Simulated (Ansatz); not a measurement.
# Al₂O₃: energy over volume and cell shape

How does the energy of Al2O3 (R-3c, No. 167; 10 atoms in the cell) change over two coordinates at once? A grid of runs gives the map.

Program: Ansatz 0.2.0. Level of theory: DFT PBE, scalar-relativistic, plane waves, PAW. These are calculated values, not measurements.

19 further runs of the same task are left out: 19 set aside as unsound or not needed. Runs told in other sessions of the task aren't counted.

## 1. The system as given

The structure is trigonal, space group R-3c (No. 167). The conventional cell has a = 4.808 Å, b = 4.808 Å, c = 13.121 Å, α = 90.00°, β = 90.00°, γ = 120.00°. Al (site symmetry 3) has 6 O at 1.87 to 1.99 Å in its first shell of neighbours. O (site symmetry 2) has 4 Al at 1.87 to 1.99 Å in its first shell of neighbours.

As a file:

```
CELL_PARAMETERS angstrom
2.40409 1.38800 4.37376
-2.40409 1.38800 4.37376
0.00000 -2.77600 4.37376
ATOMIC_POSITIONS crystal
Al 0.85213 0.85213 0.85213
Al 0.64787 0.64787 0.64787
Al 0.14787 0.14787 0.14787
Al 0.35213 0.35213 0.35213
O 0.05616 0.44384 0.75000
O 0.75000 0.05616 0.44384
O 0.44384 0.75000 0.05616
O 0.94384 0.55616 0.25000
O 0.25000 0.94384 0.55616
O 0.55616 0.25000 0.94384
```

It is the result of an earlier relaxation at this level (volume 8.76 Å³/atom; gap on the mesh: 5.86 eV).

## 3. Plan of the scan

The energy is mapped over volume and the cell's shape.

- volume per atom: 7 values from 7.36 to 10.16 Å³
- c/a of the conventional cell: 7 values from 2.519 to 2.957

Nothing else is relaxed (fractional coordinates fixed). Energies count from the relaxed crystal. Points are written as (first, second).

(The set-up runs are not shown.)

## 4. The run at (9.22 Å³, 2.519)

The input, input.yaml:

```yaml
crystal:
  lattice:
    - [2.5123559069, 1.4505093592, 4.2185805485]
    - [-2.5123559069, 1.4505093592, 4.2185805485]
    - [0.0, -2.9010187183, 4.2185805485]
  atoms:
    - { symbol: Al, position: [0.8521293568, 0.8521293568, 0.8521293568] }
    - { symbol: Al, position: [0.6478706432, 0.6478706432, 0.6478706432] }
    - { symbol: Al, position: [0.1478706432, 0.1478706432, 0.1478706432] }
    - { symbol: Al, position: [0.3521293568, 0.3521293568, 0.3521293568] }
    - { symbol: O, position: [0.056157404, 0.443842596, 0.75] }
    - { symbol: O, position: [0.75, 0.056157404, 0.443842596] }
    - { symbol: O, position: [0.443842596, 0.75, 0.056157404] }
    - { symbol: O, position: [0.943842596, 0.556157404, 0.25] }
    - { symbol: O, position: [0.25, 0.943842596, 0.556157404] }
    - { symbol: O, position: [0.556157404, 0.25, 0.943842596] }
basis:
  ecutwfc: 520.0
kpoints:
  mp_grid: { grid: [6, 6, 6] }
hamiltonian:
  xc: pbe
  pseudopotentials: { kind: paw, azcp: { folder: soft_1 } }
scf:
  occupations: { method: gaussian, width: 0.05 }
output:
  forces: true
  stress: true
  eigenvalues: true
  write_density: true
  write_potential: true
  elf: true
  volumetric_format: npy
```

The run is started by

```console
$ ansatz run input.yaml --threads 2 --pin off --max-ram 4096MiB --backend cpu --events-out ev --progress --plain --runs-dir out
```

The session goes on with these runs: the other points that were computed.

Before running it: what results should come out? Wanted: lowest point; highest computed point; band gap on the k-mesh.

**Answer**, as computed:

```
                   quantity                                                                            value
               lowest point                                                     (8.76 Å³, 2.729), 0 meV/atom
     highest computed point                                  (7.36 Å³, 2.957), 277 meV/atom above the lowest
band gap on the k-mesh (eV)  3.59 at (10.16 Å³, 2.519) to 8.12 at (7.36 Å³, 2.803); 5.86 at the lowest point
        time for all points                                                6.8 min on 2 threads, shared host
```

What this shows: The lowest computed point is at (8.76 Å³, 2.729), which is the relaxed crystal itself. The grid shows no well of another kind. The highest computed point, (7.36 Å³, 2.957), lies 277 meV/atom above the lowest. Round the minimum the two coordinates are nearly uncoupled.

These are semilocal Kohn-Sham gaps, which aren't the measured quantity. Such gaps usually fall short of the measured ones.
